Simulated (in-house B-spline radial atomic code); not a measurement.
# Nd: ionisation energy by several methods

The task here is to estimate one member of a computed series from the others.

Method: non-relativistic, several functionals, spin-polarised; spherical all-electron atom at the radial basis limit. Code: in-house B-spline radial atomic code version 1.

## What is computed

| Item | Value |
| --- | --- |
| element | neodymium (Z = 60) |
| charge | 0 |
| electrons | 60 |
| configuration | [Xe] 4f4 6s2 |
| nucleus | point |

Outer shells as boxes (Hund's rule):

[Xe] 4f4 6s2
```
[Xe] core
4f [↑ ][↑ ][↑ ][↑ ][  ][  ][  ]
6s [↑↓]
```

Where spins are not typed, each open shell is filled with up spins first.

Set-up of the first run:

Settings of the run:

```ini
Z = 60
electrons = 60.0
configuration = [Xe] 4f4 6s2
hamiltonian = nr
method = scan,scan
spin_polarised = True
```

Steps of the session up to this table: SCAN, a meta-GGA; PBEsol, a GGA; Hartree-Fock; TPSS, a meta-GGA; OLYP, a GGA.

One table of the session follows, with a row left open; its other results are not shown here.

```
      method  ΔSCF (eV)
      PBEsol      5.203
        OLYP      5.053
        SCAN      4.913
        TPSS          ?
Hartree-Fock      4.299
```

Q: Estimate the row for TPSS from the others.

As computed: ΔSCF (eV): 5.119. In the column «ΔSCF (eV)» it lies between OLYP (5.053) and PBEsol (5.203).

Caveats from the session: These runs leave out relativity, which matters at this nuclear charge.
